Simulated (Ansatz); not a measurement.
HfIn4SiO6:

```
Hf In Si O
1.0
     2.41418   -8.12947   -0.00361
     2.41418    8.12947   -0.00361
    -0.98872    0.00000    4.73072
Hf In Si O
1 4 1 6
Direct
  0.00000 0.00000 0.00000
  0.66321 0.33679 0.00000
  0.16197 0.83803 0.50000
  0.33679 0.66321 0.00000
  0.83803 0.16197 0.50000
  0.50000 0.50000 0.50000
  0.73033 0.73033 0.27051
  0.26967 0.26967 0.72949
  0.19575 0.35695 0.27609
  0.64305 0.80425 0.72391
  0.80425 0.64305 0.72391
  0.35695 0.19575 0.27609
```

The cell was built by a generator and needn't be a form met in nature.

- Program: Ansatz 0.2.0
- Task: relaxation of cell and atoms
- Functional: BLYP
- Potentials or basis: Ansatz PAW
- Cutoff: 420 eV (not typed: the program's choice for these potentials)
- k mesh: 4 × 4 × 4
- Occupations: fermi-dirac, width 0.05 eV
- Spin: no spin polarisation

At the start: volume 15.47 Å³/atom.

Question: How do energy, volume and symmetry change on relaxing?

Answer: It ends after 18 steps and the volume is 17.71 Å³/atom (+14.5 %); space group C2/m (No. 12, to 0.05 Å).

The path:
| step | energy change (eV) | largest force (eV/Å) | volume (Å³) |
| --- | --- | --- | --- |
| 1 | 0.0000 | 0.0989 | 185.63 |
| 2 | -0.1465 | 0.3169 | 199.58 |
| 3 | -0.1508 | 0.2202 | 201.13 |
| 4 | -0.1533 | 0.0609 | 202.15 |
| 5 | -0.1534 | 0.0764 | 202.22 |
| 6 | -0.1544 | 0.0031 | 202.14 |
| 7 | -0.2485 | 0.0060 | 202.14 |
| 8 | -0.2546 | 0.0144 | 205.53 |
| 9 | -0.2446 | 0.0167 | 209.66 |
| 10 | -0.2467 | 0.0089 | 209.22 |
| 11 | -0.2476 | 0.0026 | 209.01 |
| 12 | -0.2751 | 0.0034 | 209.01 |
| 13 | -0.2720 | 0.0035 | 210.63 |
| 14 | -0.2708 | 0.0027 | 211.08 |
| 15 | -0.2692 | 0.0022 | 211.62 |
| 16 | -0.2777 | 0.0018 | 211.62 |
| 17 | -0.2752 | 0.0015 | 212.58 |
| 18 | -0.2779 | 0.0014 | 212.58 |

Final structure:
```
Hf In Si O
1.0
     2.43640   -9.11203    0.01954
     2.43640    9.11203    0.01954
    -0.95237    0.00000    4.77998
Hf In Si O
1 4 1 6
Direct
  0.00000 0.00000 0.00000
  0.64856 0.35144 0.00000
  0.14855 0.85145 0.50000
  0.35144 0.64856 0.00000
  0.85145 0.14855 0.50000
  0.50000 0.50000 0.50000
  0.72873 0.72873 0.27093
  0.27127 0.27127 0.72907
  0.20172 0.34650 0.27443
  0.65350 0.79828 0.72557
  0.79828 0.65350 0.72557
  0.34650 0.20172 0.27443
```

Caveat: the plane-wave basis is chosen anew once the cell has moved, so the energies of steps on either side of that aren't comparable; the pressure holds a Pulay correction of +0.5 GPa for the finite cutoff; the PAW data sets come from PBE, with cores solved anew for the run's functional, which leaves a small shift of forces and pressure.
